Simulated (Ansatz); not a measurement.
# One shape, several levels: AlHBr (SMILES [AlH][Br])

Aim: a comparison of 5 runs (U-r2SCAN0/STO-3G, UBHLYP/STO-3G, UBLYP/STO-3G, RPA@PBE/STO-3G, UCCSDT(Q)/STO-3G) of AlHBr. 

Program for the calculation: Ansatz 0.2.0.

59 further runs of the same task are left out: 10 that didn't finish, 49 set aside as unsound or not needed.

## Step 1: The structure to begin with

The species is AlHBr (3 atoms), meant as a doublet with charge 0. SMILES: `[AlH][Br]`. The Br2–Al1 distance was set to 3.413 Å, away from the relaxed value. At this shape a bond of the SMILES string is far longer than usual.

Bond lengths: Al1–H3 1.602 Å.

## Step 2: The energy at U-r2SCAN0/STO-3G (run 1)

Contents of run.yaml:

```yaml
crystal:
  periodic: [false, false, false]
  atoms:
    - {symbol: Al, position_ang: [-1.237333, -0.946311, -0.794220]}
    - {symbol: Br, position_ang: [1.584500, 0.008600, 0.871100]}
    - {symbol: H, position_ang: [-2.239533, 0.236289, -1.200420]}
basis:
  gaussian:
    orbitals: STO-3G
magnetization:
  spin_polarized: true
  initial_magnetization: 1
accuracy: high
hamiltonian:
  xc: {name: r2SCAN0}
```

Launch:

```console
$ ansatz run run.yaml --threads 1 --pin off --max-ram 2610MiB --events-out events.jsonl --progress --plain --runs-dir runs
```

Standard output:

```text
Warning: RAYON_NUM_THREADS=1 ignored (pool sized by the plan → 1); use --threads N
Functional definition: r2SCAN0
  name "r2SCAN0"
  parameter a = 0.25
  parameter k0 = 0.174
  parameter k1 = 0.065
  parameter a1 = 4.9479
  exchange = (1 - a)*r2scan_x(k0 = k0, k1 = k1, a1 = a1) + a*exact_x
  correlation = r2scan_c
358 factors; integrals over basis functions are off by at most 9.3e-9 eV
mean field evaluation 1: about -75810.9292 eV, gradient 1.1e1 eV
mean field evaluation 2: about -75694.5092 eV, gradient 7.7e1 eV
mean field evaluation 4: about -75813.5192 eV, gradient 3.9e0 eV
mean field evaluation 8: about -75813.9708 eV, gradient 1.7e-1 eV
mean field evaluation 16: about -75813.9726 eV, gradient 3.4e-4 eV
mean field evaluation 32: about -75813.8187 eV, gradient 1.2e0 eV
mean field -75813.97256850 eV, -2786.1121033360 hartree, gradient 3.2e-8 eV, S^2 0.772206; 2 other end points of the search recorded, 0 dependent functions left out
reference -75813.97256906 eV, -2786.1121033567 hartree; 25, 24 occupied and 3, 4 virtual orbitals, 358 factors
Total energy: -75813.97256906 eV, -2786.1121033567 hartree
```

Run time: 8.1 s. Hardware: 1 thread of Arm Neoverse V1, shared host; peak memory 0.22 GiB.

## Step 3: A single-point energy at UBHLYP/STO-3G (run 2)

Contents of run.yaml:

```yaml
basis:
  gaussian: {orbitals: STO-3G}
crystal:
  periodic: [false, false, false]
  atoms:
    - {symbol: Al, position_ang: [-1.237333, -0.946311, -0.794220]}
    - {symbol: Br, position_ang: [1.584500, 0.008600, 0.871100]}
    - {symbol: H, position_ang: [-2.239533, 0.236289, -1.200420]}
magnetization: {spin_polarized: true, initial_magnetization: 1}
accuracy: high
hamiltonian: {xc: {name: BHLYP}}
```

Launch:

```console
$ ansatz run run.yaml --threads 1 --pin off --max-ram 2610MiB --events-out events.jsonl --progress --plain --runs-dir runs
```

Standard output:

```text
Warning: RAYON_NUM_THREADS=1 ignored (pool sized by the plan → 1); use --threads N
Functional definition: BHLYP
  name "BHLYP"
  parameter a = 0.5
  exchange = (1 - a)*b88_x + a*exact_x
  correlation = lyp_c
358 factors; integrals over basis functions are off by at most 9.3e-9 eV
mean field evaluation 1: about -75810.5991 eV, gradient 9.8e0 eV
mean field evaluation 2: about -75780.7630 eV, gradient 5.5e1 eV
mean field evaluation 4: about -75813.0764 eV, gradient 3.2e0 eV
mean field evaluation 8: about -75813.4844 eV, gradient 4.0e-1 eV
mean field evaluation 16: about -75813.5483 eV, gradient 9.9e-3 eV
mean field evaluation 32: about -75813.2266 eV, gradient 1.6e0 eV
mean field -75813.54826248 eV, -2786.0965103774 hartree, gradient 1.0e-8 eV, S^2 0.771910; 2 other end points of the search recorded, 0 dependent functions left out
reference -75813.54828191 eV, -2786.0965110916 hartree; 25, 24 occupied and 3, 4 virtual orbitals, 358 factors
Total energy: -75813.54828191 eV, -2786.0965110916 hartree
```

It took 2.5 s on 1 thread of Arm Neoverse V1, shared host; peak memory 0.13 GiB.

Runs 3 to 4 aren't shown in full; the table further down has their settings and results.

## Step 4: The energy at UCCSDT(Q)/STO-3G (run 5)

Contents of job.yaml:

```yaml
crystal:
  periodic: [false, false, false]
  atoms:
    - {symbol: Al, position_ang: [-1.237333, -0.946311, -0.794220]}
    - {symbol: Br, position_ang: [1.584500, 0.008600, 0.871100]}
    - {symbol: H, position_ang: [-2.239533, 0.236289, -1.200420]}
basis:
  gaussian:
    orbitals: STO-3G
magnetization:
  spin_polarized: true
  initial_magnetization: 1
correlation:
  method: ccsdt_q
  frozen_orbitals: {Al: 5, Br: 9, H: 0}
accuracy: high
scf:
  omitted_lower_state_checks: [cluster_reference, increment]
```

Launch:

```console
$ ansatz run job.yaml --threads 1 --pin off --max-ram 2610MiB --events-out events.jsonl --progress --plain --runs-dir runs
```

Standard output:

```text
Warning: RAYON_NUM_THREADS=1 ignored (pool sized by the plan → 1); use --threads N
[... 15 lines left out ...]
14 core orbitals not correlated: weight in the atoms' cores, before any rotation towards them, 1.000 or more for the frozen orbitals, at most 0.000 for the correlated occupied ones
[... 47 lines left out ...]
Total energy: -75761.54163129 eV, -2784.1853019326 hartree
Checks for a lower state left out: cluster_reference, increment
```

It took 6.6 s on 1 thread of Arm Neoverse V1, shared host; peak memory 0.26 GiB.

## Step 5: The series

| run | level | frozen core orbitals | energy (Eh) | ⟨S²⟩ | wall time |
| --- | --- | --- | --- | --- | --- |
| 1 | U-r2SCAN0/STO-3G | – | -2786.112103 | 0.772 | 8.1 s |
| 2 | UBHLYP/STO-3G | – | -2786.096511 | 0.772 | 2.5 s |
| 3 | UBLYP/STO-3G | – | -2785.836248 | 0.754 | 4.2 s |
| 4 | RPA@PBE/STO-3G | 14 | -2784.238774 | 0.755 | 6 s |
| 5 | UCCSDT(Q)/STO-3G | 14 | -2784.185302 | 0.812 | 6.6 s |

## Step 6: What came out

| quantity | value |
| --- | --- |
| run 5: total energy | -2784.18530 Eh |
| run 5: correlation energy (14 core orbitals frozen) | -41.5 mEh |
| run 5: ⟨S²⟩ of the reference determinant | 0.812 |
| run 5: T1 diagnostic | 0.017 |

**Reading.** Totals of different functionals can't be ranked against each other. In runs 1, 2, 3, 4, 5 the basis is minimal, so the values are rough. All runs together took 27 s, the longest 8.1 s.
